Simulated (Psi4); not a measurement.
# SnSe (SMILES [Se][Sn]) at TDA-B3LYP/def2-QZVPP (density fitting, core potential, save jk yes, sweep point 6)

Aim: the excited states of SnSe. 

The results are computed with Psi4 1.11.

4 further runs of the same task are left out: 4 set aside as unsound or not needed.

### Step 1. The molecule

The species is SnSe (2 atoms), meant as a singlet with charge 0. As SMILES, `[Se][Sn]`. The coordinates come from a PBE0-D4/def2-TZVP relaxation.

Bond lengths: Se1–Sn2 2.325 Å.

### Step 2. The vertical excitations at TDA-B3LYP/def2-QZVPP (density fitting, core potential, save jk yes, sweep point 6)

job.dat reads:

```
memory 1600 mb

molecule m {
  0 1
  Se     0.00000000     0.00000000     0.01233991
  Sn     0.00000000     0.00000000     4.40648227
  units bohr
  symmetry c1
}

set basis def2-QZVPP
set puream true
set scf_type df
set dft_radial_points 99
set dft_spherical_points 590
set save_jk true

from psi4.driver.procrouting.response.scf_response import tdscf_excitations
E, wfn = energy('b3lyp', return_wfn=True)
states = tdscf_excitations(wfn, states=4, tda=True)
```

Started as:

```sh
psi4 -n 1 job.dat job.out
```

job.out:

```text
[...]
    !!!  WARNING: ECP capability is in beta. Please check occupations closely.  !!!
[...]
  Running in c1 symmetry.
[...]
  Nuclear repulsion =  170.226619603648885
[...]
  Multiplicity = 1
[...]
  Nalpha       = 28
  Nbeta        = 28
[...]
    Number of basis functions: 171
[...]
   @DF-RKS iter   1: -2614.80505548192650   -2.46044e+00   1.84534e-02 DIIS/ADIIS
[...]
   @DF-RKS iter  10: -2616.07548309910499   -5.59421e-08   9.74143e-07 DIIS
[...]
    Orbital Energies [Eh]
    ---------------------
    Doubly Occupied:
       1A   -453.866556     2A    -58.039613     3A    -52.091892
       4A    -52.091892     5A    -52.091693     6A     -7.786985
       7A     -5.727166     8A     -5.726960     9A     -5.726960
      10A     -5.118181    11A     -3.460530    12A     -3.460530
      13A     -3.452379    14A     -2.080592    15A     -2.079911
      16A     -2.079911    17A     -2.079602    18A     -2.079602
      19A     -1.042795    20A     -1.042795    21A     -1.038946
      22A     -1.036104    23A     -1.036104    24A     -0.657207
      25A     -0.435576    26A     -0.259859    27A     -0.252699
      28A     -0.252699
[...]
  @DF-RKS Final Energy: -2616.07548309910499
   => Energetics <=
    Nuclear Repulsion Energy =            170.2266196036488850
    One-Electron Energy =               -4060.8646805339903949
    Two-Electron Energy =                1359.3797005871538204
    DFT Exchange-Correlation Energy =     -84.8171227559176515
    Empirical Dispersion Energy =           0.0000000000000000
    VV10 Nonlocal Energy =                  0.0000000000000000
    Total Energy =                      -2616.0754830991054405
[...]
 Multipole Moments:
 ------------------------------------------------------------------------------------
     Multipole            Electronic (a.u.)      Nuclear  (a.u.)        Total (a.u.)
 ------------------------------------------------------------------------------------
 L = 1.  Multiply by 2.5417464519 to convert [e a0] to [Debye]
 Dipole X            :          0.0000006            0.0000000            0.0000006
 Dipole Y            :          0.0000039            0.0000000            0.0000039
 Dipole Z            :         52.1807832          -50.9855577            1.1952255
 Magnitude           :                                                    1.1952255
[...]
**********                               WARNING                                **********
**********       The names of excited state variables changed between 1.5       **********
[...]
**********                               WARNING                                **********
**********  Length-gauge rotatory strengths are **NOT** gauge-origin invariant  **********
[...]
                                    Excitation Energy         Total Energy        Oscillator Strength             Rotatory Strength
[...]
Excited State    1 (1 A):   0.10675 au   426.84 nm f = 0.0000
[...]
Excited State    2 (1 A):   0.11576 au   393.62 nm f = 0.0000
[...]
Excited State    3 (1 A):   0.11576 au   393.62 nm f = 0.0000
[...]
Excited State    4 (1 A):   0.12652 au   360.14 nm f = 0.0153
[...]
**********                               WARNING                                **********
**********       The names of excited state variables changed between 1.5       **********
[...]
```

Wall time 33 s (1 thread of Intel Xeon at 2.70GHz, shared host); peak memory 0.77 GiB.

The roots found:

```tsv
excited state	energy (eV)	strength	label
1	2.905	0.0000	A 1
2	3.150	0.0000	A 1
3	3.150	0.0000	A 1
4	3.443	0.0152	A 1
```

### Step 3. Outcome

Level: TDA-B3LYP/def2-QZVPP (density fitting, core potential, save jk yes, sweep point 6).

| quantity | value |
| --- | --- |
| ground-state or mean-field energy | -2616.07548 Eh |
| dipole moment (B3LYP Kohn–Sham density) | 3.04 D |
| HOMO energy (B3LYP Kohn–Sham orbitals) | -6.88 eV |
| LUMO energy (B3LYP Kohn–Sham orbitals) | -2.76 eV |
| HOMO–LUMO gap (B3LYP Kohn–Sham orbitals) | 4.11 eV |
| lowest excitation energy | 2.90 eV |

**Reading.** The brightest of the 4 transitions from the ground state lies at 3.44 eV (360 nm, f = 0.015); the lowest, at 2.90 eV, has f = 0.000.
